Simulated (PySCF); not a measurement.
# [Lu(NH3)3]3+: other functionals and bases at one geometry

The task here is to estimate one member of a computed series from the others.

Computed with PySCF 2.14.0. Level: several levels, as the steps say, no spin–orbit coupling.

2 further runs of the same task are left out: 2 for a known fault of the program.

**Where the work starts**

13 atoms, charge 3, spin multiplicity 1.

Bond lengths: Lu1–N2 2.350 Å, Lu1–N6 2.350 Å, Lu1–N10 2.350 Å, N2–H3 1.049 Å, N2–H4 1.049 Å, N2–H5 1.048 Å, N6–H7 1.049 Å, N6–H8 1.049 Å, N6–H9 1.048 Å, N10–H11 1.049 Å, N10–H12 1.049 Å, N10–H13 1.048 Å. Angles: N2–Lu1–N6 120.0°, N2–Lu1–N10 120.0°, N6–Lu1–N10 120.0°, Lu1–N2–H3 115.8°, Lu1–N2–H4 115.8°, Lu1–N2–H5 115.9°, H3–N2–H4 102.3°, H3–N2–H5 102.5°, H4–N2–H5 102.5°, Lu1–N6–H7 115.8°, Lu1–N6–H8 115.8°, Lu1–N6–H9 115.9°, H7–N6–H8 102.3°, H7–N6–H9 102.5°, H8–N6–H9 102.5°, Lu1–N10–H11 115.8°, Lu1–N10–H12 115.8°, Lu1–N10–H13 115.9° and more.

Geometry (Å):

```
Lu    0.00000    0.00000    0.00000
N     2.35005    0.00111    0.00000
H     2.80642   -0.47267    0.81696
H     2.80642   -0.47267   -0.81696
H     2.80688    0.94458    0.00000
N    -1.17598    2.03465    0.00000
H    -0.99386    2.66677    0.81696
H    -0.99386    2.66677   -0.81696
H    -2.22147    1.95854    0.00000
N    -1.17407   -2.03576    0.00000
H    -1.81256   -2.19410    0.81696
H    -1.81256   -2.19410   -0.81696
H    -0.58541   -2.90312    0.00000
```

Formal oxidation states: Lu +3. Each metal's 14 4f electrons lie in its core potential, so multiplicities, spins and levels count the valence alone. An earlier session relaxed this geometry at BP86, Lu lcecp-1-SVP with ECP60, N def2-SVP, H def2-SVP (singlet, point group C3h).

At BP86 on the finer grid: E = -208.555191 Eh, HOMO -23.30 eV, LUMO -17.56 eV, Mulliken charge on Lu1 +1.65 e, largest force component 0.002 eV/Å. 

Levels to run: BLYP; M06-L; PBE; wB97X; BP86, TZVP. Hardware: 2 threads of Arm Neoverse V2, shared host.

The first run:

Contents of run.py (the lines that set the calculation):

```python
mol = gto.M(atom='''
Lu     0.00000     0.00000     0.00000
N      2.35005     0.00111     0.00000
H      2.80642    -0.47267     0.81696
H      2.80642    -0.47267    -0.81696
H      2.80688     0.94458     0.00000
N     -1.17598     2.03465     0.00000
H     -0.99386     2.66677     0.81696
H     -0.99386     2.66677    -0.81696
H     -2.22147     1.95854     0.00000
N     -1.17407    -2.03576     0.00000
H     -1.81256    -2.19410     0.81696
H     -1.81256    -2.19410    -0.81696
H     -0.58541    -2.90312     0.00000''',
    basis={'Lu': 'lcecp-1-SVP', 'N': 'def2-SVP', 'H': 'def2-SVP'},
    ecp={'Lu': 'lcecp-1-SVP'},
    charge=3, spin=0)
mf = dft.RKS(mol, xc='BLYP')
mf.grids.atom_grid = (75, 302)  # f atoms: unpruned, at least (60, 302)
mf = mf.density_fit()  # fitting sets: Lu AutoAux, N def2-universal-JKFIT, H def2-universal-JKFIT
mf.conv_tol = 1e-08; mf.max_cycle = 55
mf.kernel(dm0)  # dm0: the density of the relaxed state
```

Started as:

```sh
> OMP_NUM_THREADS=2 python run.py
```

Steps of the session up to this table: BLYP; M06-L; PBE; wB97X; BP86, TZVP.

One of the session's tables, all rows but one given; the rest of the session is left out.

```
              level  HOMO (eV)  gap (eV)  charge on Lu1 (e)  largest force component (eV/Å)
BP86 (relaxed here)     -23.30      5.74               1.65                            0.00
               BLYP          ?         ?                  ?                               ?
              M06-L     -23.55      6.67               1.87                            0.48
                PBE     -23.20      5.42               1.63                            0.04
              wB97X     -27.26     12.88               1.80                            0.48
         BP86, TZVP     -23.24      5.72               1.96                            0.44
```

Q: Estimate the row for BLYP from the others.

The run gave: HOMO (eV): -23.05; gap (eV): 5.19; charge on Lu1 (e): 1.61; largest force component (eV/Å): 0.13. In the column «HOMO (eV)» it is the highest.

In one basis the HOMO–LUMO gap runs from 5.19 eV (BLYP) to 12.88 eV (wB97X). The largest leftover force, 0.48 eV/Å with wB97X, stands at a geometry relaxed at another level. With 4f in the core, its levels are missing from HOMO and gap, and its count is fixed, so no charge can pass from the ligands into it. Total energies of different levels can't be compared.
